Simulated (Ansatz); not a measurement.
# CH₆N₂SeSi: a ladder of functionals and wavefunction methods

One table from this session's results is given with a row withheld; the runs are named, their logs left out.

Program: Ansatz 0.2.0, Gaussian basis. Level of theory: functionals in def2-TZVPP, the program's frozen cores in correlated methods. These are calculated values, not measurements.

Plan: PBE-D4, r2SCAN-D4, PBE0-D4, B3LYP-D4, ωB97X-V, ωB97M-V, B2PLYP; CCSD(T)/def2-TZVPP; MP2/def2-QZVPP; extrapolation to the limit.

## The geometry

All runs share one geometry, relaxed beforehand with PBE0-D4 in a triple-zeta def2 set.

11 atoms, charge 0, spin multiplicity 1.

Atoms are counted from 1 here; the program's logs count them from 0.

Bond lengths: N1–C2 1.402 Å, N1–H6 1.010 Å, N1–H7 1.012 Å, C2–N3 1.433 Å, C2–Se5 2.092 Å, C2–H8 1.093 Å, N3–Si4 1.720 Å, N3–H9 1.008 Å, Si4–Se5 2.254 Å, Si4–H10 1.488 Å, Si4–H11 1.489 Å. Angles: C2–N1–H6 113.6°, C2–N1–H7 112.3°, H6–N1–H7 110.7°, N1–C2–N3 112.5°, N1–C2–Se5 118.2°, N1–C2–H8 109.4°, N3–C2–Se5 97.6°, N3–C2–H8 115.2°, Se5–C2–H8 103.5°, C2–N3–Si4 106.7°, C2–N3–H9 117.3°, Si4–N3–H9 134.2°, N3–Si4–Se5 83.9°, N3–Si4–H10 115.0°, N3–Si4–H11 116.0°, Se5–Si4–H10 118.2°, Se5–Si4–H11 115.8°, H10–Si4–H11 107.0° and more.

The first run:

in.yaml reads:

```yaml
crystal:
  periodic: [false, false, false]
  atoms:
    - {symbol: N, position_ang: [-1.273823, 1.158309, 0.789966]}
    - {symbol: C, position_ang: [-0.824893, 0.073634, 0.024299]}
    - {symbol: N, position_ang: [0.322364, -0.565978, 0.598349]}
    - {symbol: Si, position_ang: [1.469140, -0.753396, -0.669625]}
    - {symbol: Se, position_ang: [-0.006963, 0.465387, -1.860411]}
    - {symbol: H, position_ang: [-2.117340, 1.584146, 0.432271]}
    - {symbol: H, position_ang: [-0.553091, 1.854269, 0.930259]}
    - {symbol: H, position_ang: [-1.666293, -0.588367, -0.195615]}
    - {symbol: H, position_ang: [0.213849, -0.973584, 1.513566]}
    - {symbol: H, position_ang: [2.808635, -0.165525, -0.397095]}
    - {symbol: H, position_ang: [1.693814, -2.145996, -1.145367]}
basis:
  gaussian: {orbitals: def2-TZVPP}
hamiltonian: {xc: pbe, dispersion: d4}
output: {forces: true, orbitals: {seedname: orbitals}}
```

Command:

```bash
> ansatz run in.yaml --threads 4 --pin off --events-out ev --progress --plain --max-ram 10444MiB
```

Among the steps run: PBE-D4 (GGA); r2SCAN-D4 (meta-GGA); PBE0-D4 (hybrid); B3LYP-D4 (hybrid); ωB97X-V (range-separated); ωB97M-V (range-separated); B2PLYP (double hybrid); CCSD(T) in def2-TZVPP; MP2 in def2-QZVPP.

One table of the session follows, with a row left open; its other results are not shown here.

| method | atomisation energy (kJ/mol) |
| --- | --- |
| PBE-D4 | 3892.2 |
| r2SCAN-D4 | 3785.4 |
| PBE0-D4 | 3803.1 |
| B3LYP-D4 | 3798.3 |
| ωB97X-V | 3816.3 |
| ωB97M-V | 3799.5 |
| B2PLYP | 3738.3 |
| HF/def2-TZVPP | 2522.4 |
| MP2/def2-TZVPP | 3720.4 |
| CCSD/def2-TZVPP | 3585.1 |
| CCSD(T)/def2-TZVPP | 3658.9 |
| MP2/CBS | 3855.4 |
| CCSD(T)/CBS | ? |

Estimate the missing values for CCSD(T)/CBS.

**Answer.** atomisation energy (kJ/mol): 3793.9. In the column «atomisation energy (kJ/mol)» it lies between r2SCAN-D4 (3785.4) and B3LYP-D4 (3798.3).

To keep in mind: Free atoms (2 N, 1 C, 1 Si, 1 Se, 6 H) were run apart at each level; the atomisation energy is their sum less the molecule, without zero-point or spin-orbit terms.
